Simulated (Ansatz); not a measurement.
# SiSCl2F (SMILES F[Si]([S])(Cl)Cl): levels of theory compared

Wanted: a comparison of 6 runs (UHF/3-21G, UHF/def2-SVPD, UB2PLYP/def2-SVP, UB3LYP/6-31G*, UPBE0/def2-SVP) of SiSCl2F. 

The calculation is run with Ansatz 0.2.0.

1 further run of the same task is left out (it didn't finish).

### Step 1. The system as given

SiSCl2F has 5 atoms, charge 0, and is taken as a doublet. SMILES: `F[Si]([S])(Cl)Cl`. The coordinates come from a PBE0-D4/def2-TZVP relaxation.

Bond lengths: F1–Si2 1.580 Å, Si2–S3 2.093 Å, Si2–Cl4 2.023 Å, Si2–Cl5 2.023 Å. Angles: F1–Si2–S3 113.3°, F1–Si2–Cl4 106.8°, F1–Si2–Cl5 106.8°, S3–Si2–Cl4 108.8°, S3–Si2–Cl5 108.8°, Cl4–Si2–Cl5 112.3°.

### Step 2. Energy and forces at UHF/3-21G (run 1)

run.yaml

```yaml
crystal:
  periodic: [false, false, false]
  atoms:
    - symbol: F
      position_ang: [0.913000, -0.947500, 1.032900]
    - symbol: Si
      position_ang: [0.055100, -0.061700, 0.044800]
    - symbol: S
      position_ang: [-1.688700, 0.698800, 0.916700]
    - symbol: Cl
      position_ang: [-0.458100, -1.248600, -1.511600]
    - symbol: Cl
      position_ang: [1.228500, 1.485300, -0.524300]
basis:
  gaussian:
    orbitals: 3-21G.json
magnetization:
  spin_polarized: true
  initial_magnetization: 1
hamiltonian:
  xc: hf
accuracy: high
output:
  forces: true
  orbitals: {seedname: orbitals}
```

The basis set 3-21G is read from a file made from the Basis Set Exchange's data (not shown).

The run is started by

```sh
ansatz run run.yaml --threads 1 --pin off --max-ram 2610MiB --events-out events.jsonl --progress --plain --runs-dir runs
```

What it wrote:

```text
Warning: RAYON_NUM_THREADS=1 ignored (pool sized by the plan → 1); use --threads N
Functional definition: HF
  name "HF"
  exchange = exact_x
  correlation = 0
1335 factors; integrals over basis functions are off by at most 3.6e-9 eV
mean field evaluation 1: about -46164.3739 eV, gradient 2.0e1 eV
mean field evaluation 2: about -46164.3815 eV, gradient 2.0e1 eV
mean field evaluation 4: about -46166.7199 eV, gradient 1.4e0 eV
mean field evaluation 8: about -46166.7481 eV, gradient 1.4e-3 eV
mean field evaluation 16: about -46166.6993 eV, gradient 3.0e-1 eV
mean field evaluation 32: about -46166.6993 eV, gradient 3.0e-1 eV
mean field evaluation 64: about -46166.6726 eV, gradient 4.7e-1 eV
mean field -46166.74805504 eV, -1696.5966980768 hartree, gradient 1.0e-7 eV, S^2 0.752730; 3 other end points of the search recorded, 0 dependent functions left out
the calculation of the forces begins
reference -46166.74805504 eV, -1696.5966980768 hartree; 37, 36 occupied and 24, 25 virtual orbitals, 1335 factors
Total energy: -46166.74805504 eV, -1696.5966980768 hartree
Atom 0 at     0.913000    -0.947500     1.032900 Å, force     0.966461    -1.020970     1.174927 eV/Å
Atom 1 at     0.055100    -0.061700     0.044800 Å, force    -0.277735     0.010045     0.439630 eV/Å
Atom 2 at    -1.688700     0.698800     0.916700 Å, force    -1.572203     0.651357     0.881394 eV/Å
Atom 3 at    -0.458100    -1.248600    -1.511600 Å, force    -0.504300    -1.353908    -1.800676 eV/Å
Atom 4 at     1.228500     1.485300    -0.524300 Å, force     1.387776     1.713476    -0.695275 eV/Å
Dipole moment:    -0.138252     0.049308     0.099956 e Å
```

Wall time 6.6 s (1 thread of Arm Neoverse V1, shared host); peak memory 0.29 GiB.

### Step 3. Energy and forces at UHF/def2-SVPD (run 2)

molecule.yaml

```yaml
crystal:
  periodic: [false, false, false]
  atoms:
    - symbol: F
      position_ang: [0.913000, -0.947500, 1.032900]
    - symbol: Si
      position_ang: [0.055100, -0.061700, 0.044800]
    - symbol: S
      position_ang: [-1.688700, 0.698800, 0.916700]
    - symbol: Cl
      position_ang: [-0.458100, -1.248600, -1.511600]
    - symbol: Cl
      position_ang: [1.228500, 1.485300, -0.524300]
basis:
  gaussian:
    orbitals: def2-SVPD
magnetization:
  spin_polarized: true
  initial_magnetization: 1
hamiltonian:
  xc: hf
accuracy: high
output: {forces: true, orbitals: {seedname: orbitals}}
```

The run is started by

```sh
ansatz run molecule.yaml --threads 1 --pin off --max-ram 2610MiB --events-out events.jsonl --progress --plain --runs-dir runs
```

What it wrote:

```text
Warning: RAYON_NUM_THREADS=1 ignored (pool sized by the plan → 1); use --threads N
[... 4 set-up lines as earlier in the session ...]
2363 factors; integrals over basis functions are off by at most 2.9e-9 eV
mean field evaluation 1: about -46379.6152 eV, gradient 2.2e1 eV
mean field evaluation 2: about -46379.7143 eV, gradient 2.2e1 eV
mean field evaluation 4: about -46382.1512 eV, gradient 2.0e0 eV
mean field evaluation 8: about -46382.2105 eV, gradient 2.5e-1 eV
mean field evaluation 16: about -46382.2115 eV, gradient 1.9e-8 eV
mean field evaluation 32: about -46382.1733 eV, gradient 1.0e-1 eV
mean field evaluation 64: about -46382.1108 eV, gradient 9.9e-2 eV
mean field -46382.21146216 eV, -1704.5148322423 hartree, gradient 2.7e-8 eV, S^2 0.760038; 2 other end points of the search recorded, 0 dependent functions left out
the calculation of the forces begins
reference -46382.21146216 eV, -1704.5148322423 hartree; 37, 36 occupied and 91, 92 virtual orbitals, 2363 factors
Total energy: -46382.21146216 eV, -1704.5148322423 hartree
Atom 0 at     0.913000    -0.947500     1.032900 Å, force     0.305686    -0.331210     0.393232 eV/Å
Atom 1 at     0.055100    -0.061700     0.044800 Å, force    -0.125600     0.137479    -0.172425 eV/Å
Atom 2 at    -1.688700     0.698800     0.916700 Å, force    -0.427487     0.159837     0.287609 eV/Å
Atom 3 at    -0.458100    -1.248600    -1.511600 Å, force    -0.072441    -0.301193    -0.368079 eV/Å
Atom 4 at     1.228500     1.485300    -0.524300 Å, force     0.319841     0.335086    -0.140337 eV/Å
Dipole moment:    -0.140209     0.095086    -0.023531 e Å
```

Wall time 38 s (1 thread of Arm Neoverse V1, shared host); peak memory 0.67 GiB.

Runs 3 to 4 aren't shown in full; the table further down has their settings and results.

### Step 4. Energy and forces at UPBE0/def2-SVP (run 5)

Changes to run.yaml since step 2:

```diff
@@ -15,3 +15,3 @@
   gaussian:
-    orbitals: 3-21G.json
+    orbitals: def2-SVP
 magnetization:
@@ -20,3 +20,3 @@
 hamiltonian:
-  xc: hf
+  xc: {name: PBE0}
 accuracy: high
```

The run is started by

```sh
ansatz run run.yaml --threads 1 --pin off --max-ram 2610MiB --events-out events.jsonl --progress --plain --runs-dir runs
```

What it wrote:

```text
Warning: RAYON_NUM_THREADS=1 ignored (pool sized by the plan → 1); use --threads N
Functional definition: PBE0
  name "PBE0"
  parameter a = 0.25
  parameter kappa = 0.804
  parameter beta = 0.06672455060314922
  exchange = (1 - a)*pbe_x(kappa = kappa, mu = beta*pi^2/3) + a*exact_x
  correlation = pbe_c(beta = beta)
1619 factors; integrals over basis functions are off by at most 3.1e-9 eV
mean field evaluation 1: about -46443.7254 eV, gradient 2.1e1 eV
mean field evaluation 2: about -46442.0665 eV, gradient 3.2e1 eV
mean field evaluation 4: about -46445.2729 eV, gradient 7.4e-1 eV
mean field evaluation 8: about -46445.4526 eV, gradient 7.0e-2 eV
mean field evaluation 16: about -46445.4527 eV, gradient 4.3e-5 eV
mean field evaluation 32: about -46445.4527 eV, gradient 2.2e-7 eV
mean field -46445.45269660 eV, -1706.8389047413 hartree, gradient 2.9e-8 eV, S^2 0.753254; 2 other end points of the search recorded, 0 dependent functions left out
the calculation of the forces begins
reference -46445.45269836 eV, -1706.8389048062 hartree; 37, 36 occupied and 49, 50 virtual orbitals, 1619 factors
Total energy: -46445.45269836 eV, -1706.8389048062 hartree
Atom 0 at     0.913000    -0.947500     1.032900 Å, force     0.601361    -0.623218     0.697083 eV/Å
Atom 1 at     0.055100    -0.061700     0.044800 Å, force    -0.551241     0.485613    -0.408848 eV/Å
Atom 2 at    -1.688700     0.698800     0.916700 Å, force    -0.144601     0.065785     0.064358 eV/Å
Atom 3 at    -0.458100    -1.248600    -1.511600 Å, force    -0.088476    -0.184093    -0.254738 eV/Å
Atom 4 at     1.228500     1.485300    -0.524300 Å, force     0.182957     0.255914    -0.097853 eV/Å
Dipole moment:    -0.090039     0.069635    -0.038850 e Å
```

Wall time 36 s (1 thread of Arm Neoverse V1, shared host); peak memory 0.5 GiB.

### Step 5. Energy and forces at UB3LYP/6-31G(d) (Cartesian functions) (run 6)

input.yaml

```yaml
crystal:
  periodic: [false, false, false]
  atoms:
    - {symbol: F, position_ang: [0.913000, -0.947500, 1.032900]}
    - {symbol: Si, position_ang: [0.055100, -0.061700, 0.044800]}
    - {symbol: S, position_ang: [-1.688700, 0.698800, 0.916700]}
    - {symbol: Cl, position_ang: [-0.458100, -1.248600, -1.511600]}
    - {symbol: Cl, position_ang: [1.228500, 1.485300, -0.524300]}
basis:
  gaussian:
    orbitals: "6-31G*"
magnetization:
  spin_polarized: true
  initial_magnetization: 1
output: {forces: true, orbitals: {seedname: orbitals}}
hamiltonian:
  xc: {name: B3LYP}
accuracy: high
```

The run is started by

```sh
ansatz run input.yaml --threads 1 --pin off --max-ram 2610MiB --events-out events.jsonl --progress --plain --runs-dir runs
```

What it wrote:

```text
Warning: RAYON_NUM_THREADS=1 ignored (pool sized by the plan → 1); use --threads N
Functional definition: B3LYP
  name "B3LYP"
  parameter a0 = 0.2
  parameter ax = 0.72
  parameter ac = 0.81
  exchange = (1 - a0 - ax)*slater_x + ax*b88_x + a0*exact_x
  correlation = (1 - ac)*vwn_rpa_c + ac*lyp_c
1789 factors; integrals over basis functions are off by at most 5.7e-9 eV
mean field evaluation 1: about -46477.0211 eV, gradient 2.2e1 eV
mean field evaluation 2: about -46474.9637 eV, gradient 3.5e1 eV
mean field evaluation 4: about -46478.7190 eV, gradient 7.5e-1 eV
mean field evaluation 8: about -46478.8088 eV, gradient 3.5e-2 eV
mean field evaluation 16: about -46478.8088 eV, gradient 1.5e-4 eV
mean field evaluation 32: about -46478.7096 eV, gradient 2.3e0 eV
mean field -46478.80881216 eV, -1708.0647193787 hartree, gradient 5.2e-8 eV, S^2 0.752510; 2 other end points of the search recorded, 0 dependent functions left out
the calculation of the forces begins
reference -46478.80885002 eV, -1708.0647207702 hartree; 37, 36 occupied and 54, 55 virtual orbitals, 1789 factors
Total energy: -46478.80885002 eV, -1708.0647207702 hartree
Atom 0 at     0.913000    -0.947500     1.032900 Å, force     0.433879    -0.449266     0.501291 eV/Å
Atom 1 at     0.055100    -0.061700     0.044800 Å, force    -0.298471     0.206015    -0.065881 eV/Å
Atom 2 at    -1.688700     0.698800     0.916700 Å, force    -0.348474     0.147564     0.186277 eV/Å
Atom 3 at    -0.458100    -1.248600    -1.511600 Å, force    -0.128425    -0.333118    -0.447457 eV/Å
Atom 4 at     1.228500     1.485300    -0.524300 Å, force     0.341491     0.428805    -0.174231 eV/Å
Dipole moment:    -0.077839     0.050698    -0.007206 e Å
```

Wall time 47 s (1 thread of Arm Neoverse V1, shared host); peak memory 0.55 GiB.

### Step 6. Overview of the runs

| run | level | frozen core orbitals | Cartesian functions | energy (Eh) | dipole moment (D) | HOMO energy (eV) | LUMO energy (eV) | wall time |
| --- | --- | --- | --- | --- | --- | --- | --- | --- |
| 1 | UHF/3-21G | – | no | -1696.596698 | 0.85 | -11.67 | -1.77 | 6.6 s |
| 2 | UHF/def2-SVPD | – | no | -1704.514832 | 0.82 | -11.16 | -1.12 | 38 s |
| 3 | UB2PLYP/def2-SVP | 21 | no | -1706.861490 | 0.62 | -9.16 | -3.69 | 97 s |
| 4 | UB3LYP/6-31G* (spherical functions) | – | no | -1708.052398 | 0.44 | -7.93 | -5.79 | 41 s |
| 5 | UPBE0/def2-SVP | – | no | -1706.838905 | 0.58 | -8.11 | -5.34 | 36 s |
| 6 | UB3LYP/6-31G* (Cartesian functions) | – | yes | -1708.064721 | 0.45 | -7.93 | -5.79 | 47 s |

### Step 7. What came out

```
                                 quantity           value
                      run 6: total energy  -1708.06472 Eh
                     run 6: dipole moment          0.45 D
run 6: HOMO energy (highest over α and β)        -7.93 eV
 run 6: LUMO energy (lowest over α and β)        -5.79 eV
                              run 6: ⟨S²⟩           0.753
          run 6: largest force on an atom      0.801 eV/Å
```

The dipole moment (its size) runs from 0.44 D (UB3LYP/6-31G*) to 0.85 D (UHF/3-21G). The two ends differ in method and basis. Totals of different functionals can't be ranked against each other. All runs together took 4.4 min, the longest 97 s.
